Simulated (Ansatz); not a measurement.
**IO: what a guessed cell relaxes into**

The task: take a trial cell of IO to zero force and stress.

Program: Ansatz 0.2.0. Level of theory: DFT PBE+D3(BJ), scalar-relativistic, plane waves, PAW. These are calculated values, not measurements.

## (1) The starting structure

It takes space group Pm-3m (No. 221, cubic). Conventional cell: a = 3.675 Å, b = 3.675 Å, c = 3.675 Å, α = 90.00°, β = 90.00°, γ = 90.00°. I (site symmetry m-3m) has 8 O at 3.18 Å in its first shell of neighbours. O (site symmetry m-3m) is surrounded by 8 I at 3.18 Å.

Coordinates:

```cif
data_structure
_symmetry_space_group_name_H-M 'P 1'
_symmetry_Int_Tables_number 1
_cell_length_a 3.6746
_cell_length_b 3.6746
_cell_length_c 3.6746
_cell_angle_alpha 90.000
_cell_angle_beta 90.000
_cell_angle_gamma 90.000
_cell_volume 49.62
loop_
_atom_site_label
_atom_site_type_symbol
_atom_site_fract_x
_atom_site_fract_y
_atom_site_fract_z
_atom_site_occupancy
I1 I 0.00000 0.00000 0.00000 1
O1 O 0.50000 0.50000 0.50000 1
```

Recipe of the guess: species swapped into a database cell of TmTl (Pm-3m, No. 221), with O on the Tm sites and I on the Tl sites. Its size is a rough estimate.

## (2) A first look at the guess

Input file input.yaml:

```yaml
crystal:
  lattice:
    - [3.67459134, 0.0, 0.0]
    - [0.0, 3.67459134, 0.0]
    - [0.0, 0.0, 3.67459134]
  atoms:
    - { symbol: I, position: [0.0, 0.0, 0.0] }
    - { symbol: O, position: [0.5, 0.5, 0.5] }
basis:
  ecutwfc: 420
kpoints:
  mp_grid: { grid: [6, 6, 6] }
hamiltonian:
  xc: pbe
  dispersion: d3bj
scf:
  occupations: { method: gaussian, width: 0.1 }
  lower_state_search: "off"
output:
  forces: true
  stress: true
  eigenvalues: true
```

The run is started by

```
$ ansatz run input.yaml --threads 1 --pin off --max-ram 2560MiB --backend cpu --events-out ev --progress --plain --runs-dir out
```

Further runs follow: spin check on a coarse mesh; coarse relaxation; final relaxation.

Before running it: what results should come out? Wanted: conventional cell; volume; energy over the elements; gap on the mesh.

**Answer**, as computed:

| quantity | value |
| --- | --- |
| symmetry at the end (tolerance 0.05 Å) | space group Pm-3m (No. 221) |
| conventional cell | a = 3.163 Å, b = 3.163 Å, c = 3.163 Å, α = 90.00°, β = 90.00°, γ = 90.00° |
| volume | 15.83 Å³/atom |
| energy over the elements (uncorrected; H, N, O, F and Cl as molecules) | +0.88 eV/atom |
| gap on the mesh | none (metal) |

The space group Pm-3m (No. 221) is kept, and the volume per atom shrinks by 36.2 % from the first guess. The formation energy is positive, so the separate elements lie lower. No finished test with a distortion of lower symmetry is shown, so the end may be a saddle point. The runs treat I without spin-orbit coupling. Some metallic runs here have no spin polarisation while others do; where cell and settings agree, the difference is what magnetism gains. Other magnetic orders were not searched.
